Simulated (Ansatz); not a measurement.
# Sb: equation of state

How stiff is Sb, and at what volume does the pressure vanish? The cell is scaled evenly, atoms carried along, and solved with LAPW, PAW and all-electron datasets made for the crystal.

Method: DFT PBEsol, scalar-relativistic, in Ansatz 0.2.0.

## 1. Starting point

It takes space group Fm-3m (No. 225, cubic). Conventional cell: a = 4.610 Å, b = 4.610 Å, c = 4.610 Å, α = 90.00°, β = 90.00°, γ = 90.00°. Sb (site symmetry m-3m) is surrounded by 12 Sb at 3.26 Å.

As a file:

```cif
data_structure
_symmetry_space_group_name_H-M 'Fm-3m'
_symmetry_Int_Tables_number 225
_cell_length_a 4.6100
_cell_length_b 4.6100
_cell_length_c 4.6100
_cell_angle_alpha 90.000
_cell_angle_beta 90.000
_cell_angle_gamma 90.000
_cell_volume 97.97
loop_
_atom_site_label
_atom_site_type_symbol
_atom_site_symmetry_multiplicity
_atom_site_Wyckoff_symbol
_atom_site_fract_x
_atom_site_fract_y
_atom_site_fract_z
_atom_site_occupancy
Sb1 Sb 4 a 0.00000 0.00000 0.00000 1
```

The file gives the conventional cell by its symmetry; the runs use the cell typed in the input.

## 2. Volume × 0.94, LAPW

The input, input.yaml:

```yaml
crystal:
  lattice:
    - [0.0, 2.2579459806, 2.2579459806]
    - [2.2579459806, 0.0, 2.2579459806]
    - [2.2579459806, 2.2579459806, 0.0]
  atoms:
    - { symbol: Sb, position: [0.0, 0.0, 0.0] }
kpoints:
  mp_grid: { grid: [14, 14, 14] }
  band_path:
    path:
      - [0.0, 0.0, 0.0]
      - [0.5, 0.0, 0.5]
      - [0.625, 0.25, 0.625]
      - [0.375, 0.375, 0.75]
      - [0.0, 0.0, 0.0]
      - [0.5, 0.5, 0.5]
      - [0.5, 0.25, 0.75]
      - [0.5, 0.0, 0.5]
    npoints: 5
scf:
  occupations: { method: fermi_dirac, width: 0.03 }
hamiltonian:
  xc: pbesol
  pseudopotentials: { kind: all_electron, lapw: { basis_error: 0.00025 } }
output:
  forces: true
  stress: true
  eigenvalues: true
```

Started as:

```bash
$ ansatz run input.yaml --threads 1 --pin off --max-ram 3072MiB --backend cpu --events-out ev --progress --plain --runs-dir out
```

## 3. Volume × 0.94, PAW

The input, input.yaml:

```yaml
crystal:
  lattice:
    - [0.0, 2.2579459806, 2.2579459806]
    - [2.2579459806, 0.0, 2.2579459806]
    - [2.2579459806, 2.2579459806, 0.0]
  atoms:
    - { symbol: Sb, position: [0.0, 0.0, 0.0] }
kpoints:
  mp_grid: { grid: [14, 14, 14] }
scf:
  occupations: { method: fermi_dirac, width: 0.03 }
hamiltonian:
  xc: pbesol
  pseudopotentials: { kind: paw }
output:
  forces: true
  stress: true
  eigenvalues: true
  efg: { contact_densities: true }
```

## 4. Volume × 0.94, crystal datasets

Changes to input.yaml since step 3:

```diff
@@ -13,3 +13,3 @@
   xc: pbesol
-  pseudopotentials: { kind: paw }
+  pseudopotentials: { kind: all_electron, datasets: crystal }
 output:
```

## 5. Volume × 0.98, LAPW

The input, input.yaml:

```yaml
crystal:
  lattice:
    - [0.0, 2.2895297352, 2.2895297352]
    - [2.2895297352, 0.0, 2.2895297352]
    - [2.2895297352, 2.2895297352, 0.0]
  atoms:
    - { symbol: Sb, position: [0.0, 0.0, 0.0] }
kpoints:
  mp_grid: { grid: [14, 14, 14] }
  band_path:
    path:
      - [0.0, 0.0, 0.0]
      - [0.5, 0.0, 0.5]
      - [0.625, 0.25, 0.625]
      - [0.375, 0.375, 0.75]
      - [0.0, 0.0, 0.0]
      - [0.5, 0.5, 0.5]
      - [0.5, 0.25, 0.75]
      - [0.5, 0.0, 0.5]
    npoints: 5
scf:
  occupations: { method: fermi_dirac, width: 0.03 }
hamiltonian:
  xc: pbesol
  pseudopotentials: { kind: all_electron, lapw: { basis_error: 0.00025 } }
output:
  forces: true
  stress: true
  eigenvalues: true
```

## 6. Volume × 0.98, PAW

The input, input.yaml:

```yaml
crystal:
  lattice:
    - [0.0, 2.2895297352, 2.2895297352]
    - [2.2895297352, 0.0, 2.2895297352]
    - [2.2895297352, 2.2895297352, 0.0]
  atoms:
    - { symbol: Sb, position: [0.0, 0.0, 0.0] }
kpoints:
  mp_grid: { grid: [14, 14, 14] }
scf:
  occupations: { method: fermi_dirac, width: 0.03 }
hamiltonian:
  xc: pbesol
  pseudopotentials: { kind: paw }
output:
  forces: true
  stress: true
  eigenvalues: true
  efg: { contact_densities: true }
```

## 7. Volume × 0.98, crystal datasets

Changes to input.yaml since step 6:

```diff
@@ -13,3 +13,3 @@
   xc: pbesol
-  pseudopotentials: { kind: paw }
+  pseudopotentials: { kind: all_electron, datasets: crystal }
 output:
```

## 8. Volume × 1.01, LAPW

The input, input.yaml:

```yaml
crystal:
  lattice:
    - [0.0, 2.3126578636, 2.3126578636]
    - [2.3126578636, 0.0, 2.3126578636]
    - [2.3126578636, 2.3126578636, 0.0]
  atoms:
    - { symbol: Sb, position: [0.0, 0.0, 0.0] }
kpoints:
  mp_grid: { grid: [14, 14, 14] }
  band_path:
    path:
      - [0.0, 0.0, 0.0]
      - [0.5, 0.0, 0.5]
      - [0.625, 0.25, 0.625]
      - [0.375, 0.375, 0.75]
      - [0.0, 0.0, 0.0]
      - [0.5, 0.5, 0.5]
      - [0.5, 0.25, 0.75]
      - [0.5, 0.0, 0.5]
    npoints: 5
scf:
  occupations: { method: fermi_dirac, width: 0.03 }
hamiltonian:
  xc: pbesol
  pseudopotentials: { kind: all_electron, lapw: { basis_error: 0.00025 } }
output:
  forces: true
  stress: true
  eigenvalues: true
```

## 9. Volume × 1.01, PAW

The input, input.yaml:

```yaml
crystal:
  lattice:
    - [0.0, 2.3126578636, 2.3126578636]
    - [2.3126578636, 0.0, 2.3126578636]
    - [2.3126578636, 2.3126578636, 0.0]
  atoms:
    - { symbol: Sb, position: [0.0, 0.0, 0.0] }
kpoints:
  mp_grid: { grid: [14, 14, 14] }
scf:
  occupations: { method: fermi_dirac, width: 0.03 }
hamiltonian:
  xc: pbesol
  pseudopotentials: { kind: paw }
output:
  forces: true
  stress: true
  eigenvalues: true
  efg: { contact_densities: true }
  write_density: true
  write_potential: true
  elf: true
  volumetric_format: npy
```

## 10. Volume × 1.01, crystal datasets

Changes to input.yaml since step 9:

```diff
@@ -13,3 +13,3 @@
   xc: pbesol
-  pseudopotentials: { kind: paw }
+  pseudopotentials: { kind: all_electron, datasets: crystal }
 output:
@@ -19,5 +19 @@
   efg: { contact_densities: true }
-  write_density: true
-  write_potential: true
-  elf: true
-  volumetric_format: npy
```

## 11. Volume × 1.04, LAPW

The input, input.yaml:

```yaml
crystal:
  lattice:
    - [0.0, 2.3353324258, 2.3353324258]
    - [2.3353324258, 0.0, 2.3353324258]
    - [2.3353324258, 2.3353324258, 0.0]
  atoms:
    - { symbol: Sb, position: [0.0, 0.0, 0.0] }
kpoints:
  mp_grid: { grid: [14, 14, 14] }
  band_path:
    path:
      - [0.0, 0.0, 0.0]
      - [0.5, 0.0, 0.5]
      - [0.625, 0.25, 0.625]
      - [0.375, 0.375, 0.75]
      - [0.0, 0.0, 0.0]
      - [0.5, 0.5, 0.5]
      - [0.5, 0.25, 0.75]
      - [0.5, 0.0, 0.5]
    npoints: 5
scf:
  occupations: { method: fermi_dirac, width: 0.03 }
hamiltonian:
  xc: pbesol
  pseudopotentials: { kind: all_electron, lapw: { basis_error: 0.00025 } }
output:
  forces: true
  stress: true
  eigenvalues: true
```

## 12. Volume × 1.04, PAW

The input, input.yaml:

```yaml
crystal:
  lattice:
    - [0.0, 2.3353324258, 2.3353324258]
    - [2.3353324258, 0.0, 2.3353324258]
    - [2.3353324258, 2.3353324258, 0.0]
  atoms:
    - { symbol: Sb, position: [0.0, 0.0, 0.0] }
kpoints:
  mp_grid: { grid: [14, 14, 14] }
scf:
  occupations: { method: fermi_dirac, width: 0.03 }
hamiltonian:
  xc: pbesol
  pseudopotentials: { kind: paw }
output:
  forces: true
  stress: true
  eigenvalues: true
  efg: { contact_densities: true }
```

## 13. Volume × 1.04, crystal datasets

Changes to input.yaml since step 12:

```diff
@@ -13,3 +13,3 @@
   xc: pbesol
-  pseudopotentials: { kind: paw }
+  pseudopotentials: { kind: all_electron, datasets: crystal }
 output:
```

(Steps that only read results are left out.)

Q: Predict the outcome of this session.

As calculated:

| quantity | value |
| --- | --- |
| pressure at 23.02 Å³/atom (LAPW) | 11.55 GPa |
| pressure at 25.47 Å³/atom (LAPW) | 1.85 GPa |

Over this range the mean stiffness −dP/dlnV is 96 GPa by LAPW; the pressure keeps one sign, so equilibrium lies outside the range. No thermal or zero-point expansion is included. Spin-orbit coupling is left out, though the cell holds Sb; in elements this heavy it can shift bands and gaps by tenths of an eV.
